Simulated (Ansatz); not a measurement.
# C₂H₉AlOSi: up Jacob's ladder to CCSD(T)

The task here is to estimate one member of a computed series from the others.

Program: Ansatz 0.2.0, Gaussian basis. Level of theory: functionals in def2-TZVPP, the program's frozen cores in correlated methods. These are calculated values, not measurements.

Plan: PBE-D4, r2SCAN-D4, PBE0-D4, B3LYP-D4, ωB97X-V, ωB97M-V, B2PLYP; CCSD(T)/def2-TZVPP; MP2/def2-QZVPP; extrapolation to the limit.

### Structure used throughout

All runs share one geometry, relaxed beforehand with PBE0-D4 in a triple-zeta def2 set.

SMILES `[CH3][Al]([SiH3])[CH2]O`, 14 atoms, charge 0, spin multiplicity 1.

Atoms are counted from 1 here; the program's logs count them from 0.

Bond lengths: C1–Al2 1.949 Å, C1–H6 1.095 Å, C1–H7 1.095 Å, C1–H8 1.092 Å, Al2–Si3 2.467 Å, Al2–C4 1.977 Å, Si3–H9 1.492 Å, Si3–H10 1.494 Å, Si3–H11 1.494 Å, C4–O5 1.424 Å, C4–H12 1.103 Å, C4–H13 1.103 Å, O5–H14 0.961 Å. Angles: Al2–C1–H6 111.3°, Al2–C1–H7 111.0°, Al2–C1–H8 111.3°, H6–C1–H7 106.4°, H6–C1–H8 108.4°, H7–C1–H8 108.2°, C1–Al2–Si3 121.2°, C1–Al2–C4 121.6°, Si3–Al2–C4 117.2°, Al2–Si3–H9 113.6°, Al2–Si3–H10 111.6°, Al2–Si3–H11 111.6°, H9–Si3–H10 106.7°, H9–Si3–H11 106.7°, H10–Si3–H11 106.3°, Al2–C4–O5 110.2°, Al2–C4–H12 109.1°, Al2–C4–H13 109.1° and more.

The first run:

in.yaml

```yaml
crystal:
  periodic: [false, false, false]
  atoms:
    - {symbol: C, position_ang: [-1.699427, 1.011098, 0.745018]}
    - {symbol: Al, position_ang: [-0.098094, 0.068833, 0.155378]}
    - {symbol: Si, position_ang: [1.638976, -0.630545, 1.760769]}
    - {symbol: C, position_ang: [0.206907, -0.363114, -1.749445]}
    - {symbol: O, position_ang: [-0.880423, 0.107316, -2.539592]}
    - {symbol: H, position_ang: [-2.245852, 0.434402, 1.498393]}
    - {symbol: H, position_ang: [-1.441768, 1.966509, 1.214422]}
    - {symbol: H, position_ang: [-2.372560, 1.211735, -0.091570]}
    - {symbol: H, position_ang: [2.788965, -1.337826, 1.124538]}
    - {symbol: H, position_ang: [1.088303, -1.552537, 2.799145]}
    - {symbol: H, position_ang: [2.207436, 0.537844, 2.497860]}
    - {symbol: H, position_ang: [0.344718, -1.452451, -1.855027]}
    - {symbol: H, position_ang: [1.164550, 0.080107, -2.070822]}
    - {symbol: H, position_ang: [-0.714532, -0.110469, -3.460268]}
basis:
  gaussian: {orbitals: def2-TZVPP}
hamiltonian: {xc: pbe, dispersion: d4}
output: {forces: true, orbitals: {seedname: orbitals}}
```

The run is started by

```
> ansatz run in.yaml --threads 4 --pin off --events-out ev --progress --plain --max-ram 10444MiB
```

Steps of the session up to this table: PBE-D4 (GGA); r2SCAN-D4 (meta-GGA); PBE0-D4 (hybrid); B3LYP-D4 (hybrid); ωB97X-V (range-separated); ωB97M-V (range-separated); B2PLYP (double hybrid); CCSD(T) in def2-TZVPP; MP2 in def2-QZVPP.

One table of the session follows, with a row left open; its other results are not shown here.

It belongs to the step «Atomisation energies». 

```
            method  atomisation energy (eV)
            PBE-D4                   49.212
         r2SCAN-D4                   48.911
           PBE0-D4                   48.647
          B3LYP-D4                   48.757
           ωB97X-V                        ?
           ωB97M-V                   48.891
            B2PLYP                   48.187
     HF/def2-TZVPP                   36.096
    MP2/def2-TZVPP                   47.910
   CCSD/def2-TZVPP                   47.103
CCSD(T)/def2-TZVPP                   47.674
           MP2/CBS                   49.132
       CCSD(T)/CBS                   48.896
```

Q: Estimate the row for ωB97X-V from the others.

The run gave: atomisation energy (eV): 49.014. In the column «atomisation energy (eV)» it lies between r2SCAN-D4 (48.911) and MP2/CBS (49.132).

Caveats from the session: Free atoms (2 C, 1 Al, 1 Si, 1 O, 9 H) were run apart at each level; the atomisation energy is their sum less the molecule, without zero-point or spin-orbit terms.
